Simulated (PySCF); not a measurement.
**ReO₂⁻: relaxation and vibrations of the singlet**

The task is one start of a wider search on ReO₂⁻: the singlet, from a side-on start. It is relaxed, tested by its Hessian and followed downhill if it is a saddle.

Computed with PySCF 2.14.0. Level: PBE0, basis Re def2-SVPD with ECP60, O def2-SVPD, scalar-relativistic core potentials, no spin–orbit coupling, density fitting.

### 1 The system as given

3 atoms, charge -1, spin multiplicity 1.

Bond lengths: Re1–O2 1.979 Å, Re1–O3 1.979 Å, O2–O3 1.400 Å. Angles: O2–Re1–O3 41.4°, Re1–O2–O3 69.3°, Re1–O3–O2 69.3°.

```xyz
3
charge -1 multiplicity 1
Re    0.0000    0.0000    0.0000
O     0.7000    0.0000    1.8509
O    -0.7000    0.0000    1.8509
```

### 2 The SCF at the typed geometry

One driver script runs all steps and calls PySCF; scf.py shows how it sets up the SCF of each step. The optimiser is the driver's own. After this first run the driver tries any further starts and a stability analysis.

File scf.py:

```python
from pyscf import gto, scf, dft
mol = gto.M(atom='''
Re     0.000000     0.000000     0.000000
O      0.700000     0.000000     1.850851
O     -0.700000     0.000000     1.850851''',
    basis={'Re': 'def2-SVPD', 'O': 'def2-SVPD'},
    ecp={'Re': 'def2-SVPD'},
    charge=-1, spin=0)
mf = dft.RKS(mol, xc='PBE0')
mf.grids.atom_grid = (50, 194)
aux = {'Re': 'def2-universal-JKFIT', 'O': 'def2-universal-JKFIT'}
mf = mf.density_fit(auxbasis=aux)
mf.conv_tol = 1e-08
mf.diis_space = 10
mf.max_cycle = 60
mf.init_guess = 'minao'
mf.verbose = 4
mf.kernel()
```

On the command line:

```console
$ OMP_NUM_THREADS=2 python axn.py task.json out
```

After this run come: Relaxation: side-on start, singlet; Vibrations and properties at this point; A spin-polarised start; Vibrations and properties at this point.

What does the calculation give? Wanted: minimum; geometry; wavenumbers; dipole moment; highest occupied, lowest empty level; polar-tensor charge of Re1; zero-point energy; ⟨S²⟩.

**Answer**, as computed:

```
                                          quantity                                                            value
                                           minimum                                    broken-symmetry (Ms = 0), C2v
                                          geometry  O–O 1.418 Å, Re–O 1.926 Å (×2); O–O–Re 68.4° (×2), O–Re–O 43.2°
                                wavenumbers (cm⁻¹)                                                    480, 609, 985
                    dipole moment (centre of mass)                                                           2.35 D
highest occupied, lowest empty level (either spin)                                                    0.16, 2.86 eV
                        polar-tensor charge of Re1                                                          -0.11 e
                                 zero-point energy                                                      12.4 kJ/mol
                               entropy at 298.15 K                                                  273.5 J/(mol K)
                                              ⟨S²⟩                                                            0.972
```

In words: The side-on start keeps its C2v symmetry and ends in a minimum. The determinant is spin-contaminated (⟨S²⟩ = 0.97 against 0.00), so it is no pure spin state. In the infrared the band at 985 cm⁻¹ leads. Other starts or spin states, not run here, may lie lower. The SCF density has lower symmetry than the nuclear frame. A highest occupied level above zero is common for anions with such functionals; it warns that the extra electron is poorly described. Spin–orbit coupling, left out here, can matter for elements this heavy.
